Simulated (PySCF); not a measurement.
# Si²⁺ at other levels of theory

What do other methods print for Si²⁺?

Program: PySCF 2.14.0. Level of theory: method and basis as typed in the scripts. These are calculated values, not measurements.

2 further runs of the same task are left out: 2 that didn't finish.

## (1) The atom

Si²⁺: 1 atom, charge 2, spin multiplicity 1.

## (2) The base run

The input, input.py:

```python
from pyscf import gto, dft
from pyscf.prop.polarizability import rhf as pol

mol = gto.M(
    atom='Si 0 0 0',
    basis='sto-3g',
    charge=2,
    spin=0,
    symmetry=True,
    verbose=4,
)
mf = dft.RKS(mol, xc='m06')
mf = mf.density_fit(auxbasis='def2-universal-jkfit')
mf.kernel()
print('polarizability (a.u.)')
print(pol.Polarizability(mf).polarizability().round(4))
mf.dip_moment()
print('orbital energies (hartree):', mf.mo_energy[..., max(0, mol.nelec[1]-3):mol.nelec[0]+3].round(4))
```

Run with:

```sh
> OMP_NUM_THREADS=1 python input.py
```

Its log is not repeated here.

Base result: E(SCF) = -285.171972 Eh, 4 cycles, α(xx, yy, zz) = 11.4, 11.4, 11.4 bohr³.

## (3) EOM-IP (RHF)

Run 1 changes step after the SCF: polarizability → eomip; SCF type: RKS → RHF; functional: m06 → none (Hartree–Fock); frozen orbitals: none → 5; number of roots: none → 6.

The input, input.py:

```python
from pyscf import gto, scf, cc

mol = gto.M(
    atom='Si 0 0 0',
    basis='sto-3g',
    charge=2,
    spin=0,
    symmetry=True,
    verbose=4,
)
mf = scf.RHF(mol)
mf = mf.density_fit(auxbasis='def2-universal-jkfit')
mf.kernel()
mycc = cc.CCSD(mf, frozen=5)
mycc.kernel()
e = mycc.ipccsd(nroots=6)[0]
print('roots (eV) =', (e*27.211386).round(3))
mf.dip_moment()
print('orbital energies (hartree):', mf.mo_energy[..., max(0, mol.nelec[1]-3):mol.nelec[0]+3].round(4))
```

Run with:

```sh
> OMP_NUM_THREADS=1 python input.py
```

## (4) TDA

Run 2 changes step after the SCF: polarizability → tda; number of roots: none → 6.

Edit input.py of step 2 so:

```diff
@@ -1,3 +1,2 @@
-from pyscf import gto, dft
-from pyscf.prop.polarizability import rhf as pol
+from pyscf import gto, dft, tdscf
 
@@ -14,4 +13,6 @@
 mf.kernel()
-print('polarizability (a.u.)')
-print(pol.Polarizability(mf).polarizability().round(4))
+td = tdscf.TDA(mf)
+td.nstates = 6
+td.kernel()
+td.analyze()
 mf.dip_moment()
```

## (5) Olyp

Run 3 changes functional: m06 → olyp.

Edit input.py of step 2 so:

```diff
@@ -11,3 +11,3 @@
 )
-mf = dft.RKS(mol, xc='m06')
+mf = dft.RKS(mol, xc='olyp')
 mf = mf.density_fit(auxbasis='def2-universal-jkfit')
```

## (6) Bp86

Run 4 changes functional: m06 → bp86.

Edit input.py of step 2 so:

```diff
@@ -11,3 +11,3 @@
 )
-mf = dft.RKS(mol, xc='m06')
+mf = dft.RKS(mol, xc='bp86')
 mf = mf.density_fit(auxbasis='def2-universal-jkfit')
```

Before running it: what results should come out? Wanted: for each run, E(SCF); from base; gap; after the SCF.

**Answer**, as computed:

```tsv
run	E(SCF) (hartree)	from base (eV)	cycles	gap (eV)	after the SCF
base	-285.171972	0	4	10.63	n/a
EOM-IP (RHF)	-284.798763	not comparable	4	17.75	CCSD correlation -1.095 eV, core frozen, first root 33.28 eV
TDA	-285.171972	0.0000	4	10.63	lowest root found 96.05 eV (a core excitation: the solver missed the valence states)
olyp	-285.242677	not comparable	5	8.27	n/a
bp86	-285.207144	not comparable	5	8.30	n/a
```

What this shows: The gap between the frontier levels is 8.3 eV with olyp (0 % exact exchange) and 10.6 eV with m06 (27 %): exact exchange opens it. Total energies of different functionals can't be compared with each other; differences within one functional can.
